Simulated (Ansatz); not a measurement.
**quartet CaCl: levels of theory compared**

Wanted: a comparison of 6 runs (U-r2SCAN/STO-3G, UBHLYP/STO-3G, USVWN5/STO-3G, RPA@PBE/STO-3G, UBCCD(T)/STO-3G, FCI/STO-3G) of quartet CaCl. 

The results are computed with Ansatz 0.2.0.

39 further runs of the same task are left out: 4 that didn't finish, 35 set aside as unsound or not needed.

### 1 The system as given

CaCl has 2 atoms, charge 0, and is taken as a quartet. SMILES of the parent species: `[Cl][Ca]`. The coordinates come from a PBE0-D4/def2-TZVP relaxation. That shape belongs to the parent species and isn't relaxed for this state.

Bond lengths: Cl1–Ca2 2.430 Å.

### 2 The energy at U-r2SCAN/STO-3G (run 1)

File in.yaml:

```yaml
crystal:
  periodic: [false, false, false]
  atoms:
    - {symbol: Cl, position_ang: [-0.000000, 0.000000, -0.032760]}
    - {symbol: Ca, position_ang: [0.000000, -0.000000, 2.397140]}
basis:
  gaussian: {orbitals: STO-3G}
magnetization: {spin_polarized: true, initial_magnetization: 3}
hamiltonian: {xc: r2scan}
accuracy: high
```

The run is started by

```console
$ ansatz run in.yaml --threads 1 --pin off --max-ram 3480MiB --events-out events.jsonl --progress --plain --runs-dir runs
```

The program printed:

```text
Warning: RAYON_NUM_THREADS=1 ignored (pool sized by the plan → 1); use --threads N
Functional definition: r2SCAN
  name "r2SCAN"
  parameter k0 = 0.174
  parameter k1 = 0.065
  parameter a1 = 4.9479
  exchange = r2scan_x(k0 = k0, k1 = k1, a1 = a1)
  correlation = r2scan_c
425 factors; integrals over basis functions are off by at most 3.2e-8 eV
mean field evaluation 1: about -30630.7753 eV, gradient 3.4e0 eV
mean field evaluation 2: about -30630.9776 eV, gradient 7.1e-1 eV
mean field evaluation 4: about -30630.9665 eV, gradient 1.5e-1 eV
mean field evaluation 8: about -30630.9667 eV, gradient 6.3e-5 eV
mean field evaluation 16: about -30631.0113 eV, gradient 1.9e-1 eV
mean field evaluation 32: about -30631.0729 eV, gradient 7.2e-7 eV
mean field evaluation 64: about -30631.0729 eV, gradient 1.9e-8 eV
mean field evaluation 96: about -30630.9667 eV, gradient 1.1e-5 eV
mean field evaluation 128: about -30631.1417 eV, gradient 5.2e-1 eV
mean field evaluation 160: about -30630.5413 eV, gradient 1.9e-2 eV
mean field -30631.07294543 eV, -1125.6711682576 hartree, gradient 2.5e-8 eV, S^2 3.750343; 13 other end points of the search recorded, 0 dependent functions left out
reference -30631.07294789 eV, -1125.6711683481 hartree; 20, 17 occupied and 2, 5 virtual orbitals, 425 factors
Total energy: -30631.07294789 eV, -1125.6711683481 hartree
```

It took 37 s on 1 thread of Intel Xeon Platinum 8488C (Sapphire Rapids), shared host; peak memory 0.27 GiB.

### 3 A single-point energy at UBHLYP/STO-3G (run 2)

Edit in.yaml of step 2 so:

```diff
@@ -8,3 +8,3 @@
 magnetization: {spin_polarized: true, initial_magnetization: 3}
-hamiltonian: {xc: r2scan}
 accuracy: high
+hamiltonian: {xc: {name: BHLYP}}
```

The run is started by

```console
$ ansatz run in.yaml --threads 1 --pin off --max-ram 3480MiB --events-out events.jsonl --progress --plain --runs-dir runs
```

The program printed:

```text
Warning: RAYON_NUM_THREADS=1 ignored (pool sized by the plan → 1); use --threads N
Functional definition: BHLYP
  name "BHLYP"
  parameter a = 0.5
  exchange = (1 - a)*b88_x + a*exact_x
  correlation = lyp_c
425 factors; integrals over basis functions are off by at most 3.2e-8 eV
mean field evaluation 1: about -30632.5421 eV, gradient 4.8e0 eV
mean field evaluation 2: about -30632.9540 eV, gradient 7.9e-1 eV
mean field evaluation 4: about -30633.4330 eV, gradient 4.1e-1 eV
mean field evaluation 8: about -30633.4353 eV, gradient 6.8e-4 eV
mean field evaluation 16: about -30633.4353 eV, gradient 1.7e-6 eV
mean field evaluation 32: about -30633.3900 eV, gradient 4.9e-1 eV
mean field -30633.43526273 eV, -1125.7579818171 hartree, gradient 2.2e-8 eV, S^2 3.750212; 2 other end points of the search recorded, 0 dependent functions left out
reference -30633.43528007 eV, -1125.7579824543 hartree; 20, 17 occupied and 2, 5 virtual orbitals, 425 factors
Total energy: -30633.43528007 eV, -1125.7579824543 hartree
```

It took 3.3 s on 1 thread of Intel Xeon Platinum 8488C (Sapphire Rapids), shared host; peak memory 0.16 GiB.

Runs 3 to 5 aren't shown in full; the table further down has their settings and results.

### 4 The energy at FCI/STO-3G (run 6)

File input.yaml:

```yaml
crystal:
  periodic: [false, false, false]
  atoms:
    - symbol: Cl
      position_ang: [-0.000000, 0.000000, -0.032760]
    - symbol: Ca
      position_ang: [0.000000, -0.000000, 2.397140]
basis:
  gaussian:
    orbitals: STO-3G
magnetization:
  spin_polarized: true
  initial_magnetization: 3
correlation:
  method: fci
  frozen_orbitals: {Ca: 5, Cl: 5}
accuracy: high
```

The run is started by

```console
$ ansatz run input.yaml --threads 1 --pin off --max-ram 3480MiB --events-out events.jsonl --progress --plain --runs-dir runs
```

The program printed, cut to the lines that bear on the results:

```text
Warning: RAYON_NUM_THREADS=1 ignored (pool sized by the plan → 1); use --threads N
Functional definition: HF
  name "HF"
[...]
425 factors; integrals over basis functions are off by at most 3.2e-8 eV
[...]
mean field -30596.53213277 eV, -1124.4018168049 hartree, gradient 5.0e-8 eV, S^2 3.750478; 16 other end points of the search recorded, 0 dependent functions left out
determinant -30596.53213277 eV, -1124.4018168049 hartree, with singles and doubles -30596.67380306 eV, -1124.4070230921 hartree
determinant -30596.42388191 eV, -1124.3978386592 hartree, with singles and doubles -30596.56129519 eV, -1124.4028885040 hartree
determinant -30596.01258565 eV, -1124.3827238006 hartree, with singles and doubles -30596.14631577 eV, -1124.3876382918 hartree
determinant -30596.53213277 eV, -1124.4018168049 hartree, with singles and doubles -30596.71554246 eV, -1124.4085569868 hartree
determinant -30596.42388191 eV, -1124.3978386592 hartree, with singles and doubles -30596.58038208 eV, -1124.4035899343 hartree
determinant -30596.01258565 eV, -1124.3827238006 hartree, with singles and doubles -30596.14669349 eV, -1124.3876521727 hartree
10 core orbitals not correlated: weight in the atoms' cores, before any rotation towards them, 1.000 or more for the frozen orbitals, at most 0.000 for the correlated occupied ones
reference -30596.52555886 eV, -1124.4015752184 hartree; 10, 7 occupied and 2, 5 virtual orbitals, 425 factors
state -30596.74236170 eV, -1124.4095425755 hartree
Total energy: -30596.74236170 eV, -1124.4095425755 hartree
```

Wall time 1.6 s (1 thread of Intel Xeon Platinum 8488C (Sapphire Rapids), shared host).

### 5 The series

```
run            level  frozen core orbitals   energy (Eh)   ⟨S²⟩  wall time
  1  U-r2SCAN/STO-3G                     –  -1125.671168  3.750       37 s
  2    UBHLYP/STO-3G                     –  -1125.757982  3.750      3.3 s
  3    USVWN5/STO-3G                     –  -1122.266991  3.750      3.9 s
  4   RPA@PBE/STO-3G                    10  -1124.441360  3.750       13 s
  5  UBCCD(T)/STO-3G                    10  -1124.409319  3.750      1.3 s
  6       FCI/STO-3G                    10  -1124.409543      –      1.6 s
```

### 6 Outcome

| quantity | value |
| --- | --- |
| run 6: total energy | -1124.40954 Eh |
| run 6: correlation energy (10 core orbitals frozen) | -8.0 mEh |

**Reading.** Against full CI in this basis: UBCCD(T) +0.2 mEh. Totals of different functionals can't be ranked against each other. In runs 1, 2, 3, 4, 5, 6 the basis is minimal, so the values are rough. All runs together took 61 s, the longest 37 s.
